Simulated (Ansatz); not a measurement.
# C2H4OSn: up Jacob's ladder to CCSD(T)

The task here is to estimate one member of a computed series from the others.

Computed with Ansatz 0.2.0, Gaussian basis. Level: functionals in def2-TZVPP, the program's frozen cores in correlated methods.

Plan: LDA (SPW92), PBE-D4, revPBE-D4, BLYP-D4, r2SCAN-D4, B97M-V, PBE0-D4, B3LYP-D4, r2SCANh-D4, r2SCAN0-D4, HSE06-D4, BHLYP-D4, CAM-B3LYP-D4, LC-ωPBE, ωB97X-V, ωB97M-V, B2PLYP, PBE-QIDH; CCSD(T)/def2-SVP; CCSD(T)/def2-TZVPP; MP2/def2-QZVPP; extrapolation to the limit; RPA on PBE.

## The relaxed structure

The geometry comes from an earlier relaxation with PBE0-D4 in a triple-zeta def2 set; it is a stationary point, not always the lowest conformer. Sn takes the def2 core potential; no spin-orbit term is included.

SMILES `C1=[CH][SnH2][O]1`, 8 atoms, charge 0, spin multiplicity 1.

Atoms are counted from 1 here; the program's logs count them from 0.

Bond lengths: C1–C2 1.346 Å, C1–O4 1.344 Å, C1–H5 1.091 Å, C2–Sn3 2.095 Å, C2–H6 1.077 Å, Sn3–O4 2.073 Å, Sn3–H7 1.706 Å, Sn3–H8 1.706 Å. Angles: C2–C1–O4 116.9°, C2–C1–H5 127.1°, O4–C1–H5 116.0°, C1–C2–Sn3 87.7°, C1–C2–H6 129.5°, Sn3–C2–H6 142.8°, C2–Sn3–O4 66.7°, C2–Sn3–H7 123.2°, C2–Sn3–H8 123.2°, O4–Sn3–H7 110.6°, O4–Sn3–H8 110.6°, H7–Sn3–H8 110.9°, C1–O4–Sn3 88.7°.

As a file:

```xyz
8
C2H4OSn
C    -0.6648    0.9206   -0.4816
C     0.2701    0.9498    0.4862
Sn    0.4893   -1.1169    0.2203
O    -0.9280   -0.2750   -1.0361
H    -1.2373    1.7640   -0.8695
H     0.6356    1.7849    1.0603
H     1.7572   -1.8126   -0.6843
H    -0.2299   -2.2721    1.2490
```

The first run:

Contents of in.yaml:

```yaml
crystal:
  periodic: [false, false, false]
  atoms:
    - {symbol: C, position_ang: [-0.664845, 0.920601, -0.481575]}
    - {symbol: C, position_ang: [0.270111, 0.949786, 0.486191]}
    - {symbol: Sn, position_ang: [0.489250, -1.116886, 0.220291]}
    - {symbol: O, position_ang: [-0.928022, -0.275003, -1.036147]}
    - {symbol: H, position_ang: [-1.237300, 1.764026, -0.869482]}
    - {symbol: H, position_ang: [0.635562, 1.784933, 1.060275]}
    - {symbol: H, position_ang: [1.757153, -1.812568, -0.684320]}
    - {symbol: H, position_ang: [-0.229910, -2.272090, 1.248967]}
basis:
  gaussian: {orbitals: def2-TZVPP}
hamiltonian: {xc: lda}
output: {orbitals: {seedname: orbitals}}
```

Launch:

```
> ansatz run in.yaml --threads 2 --pin off --events-out ev --progress --plain --max-ram 4352MiB
```

Steps of the session up to this table: LDA; PBE-D4 (GGA); revPBE-D4 (GGA); BLYP-D4 (GGA); r2SCAN-D4 (meta-GGA); B97M-V (meta-GGA); B3LYP-D4 (hybrid); r2SCANh-D4 (hybrid); r2SCAN0-D4 (hybrid); HSE06-D4 (hybrid); BHLYP-D4 (hybrid); CAM-B3LYP-D4 (range-separated); LC-ωPBE (range-separated); ωB97X-V (range-separated); ωB97M-V (range-separated); B2PLYP (double hybrid); PBE-QIDH (double hybrid).

One of the session's tables, all rows but one given; the rest of the session is left out.

It belongs to the step «Orbital energies across the functionals». 

| functional | HOMO (eV) | LUMO (eV) | gap (eV) |
| --- | --- | --- | --- |
| LDA (SPW92) | -5.44 | -2.29 | 3.15 |
| PBE-D4 | -5.24 | -2.05 | 3.20 |
| revPBE-D4 | -5.17 | -1.94 | 3.23 |
| BLYP-D4 | -5.11 | -1.99 | 3.12 |
| r2SCAN-D4 | -5.45 | -1.77 | 3.68 |
| B97M-V | -5.49 | -1.95 | 3.54 |
| PBE0-D4 | -6.42 | -1.27 | 5.14 |
| B3LYP-D4 | -6.21 | -1.54 | 4.67 |
| r2SCANh-D4 | -5.90 | -1.50 | 4.39 |
| r2SCAN0-D4 | -6.57 | -1.11 | 5.46 |
| HSE06-D4 | ? | ? | ? |
| BHLYP-D4 | -7.47 | -0.56 | 6.92 |
| CAM-B3LYP-D4 | -7.74 | -0.40 | 7.34 |
| LC-ωPBE | -9.06 | 0.74 | 9.80 |
| ωB97X-V | -8.72 | 0.60 | 9.32 |
| ωB97M-V | -8.65 | 0.31 | 8.96 |

Q: Estimate the row for HSE06-D4 from the others.

The run gave: HOMO (eV): -6.02; LUMO (eV): -1.64; gap (eV): 4.38. In the column «HOMO (eV)» it lies between B3LYP-D4 (-6.21) and r2SCANh-D4 (-5.90).
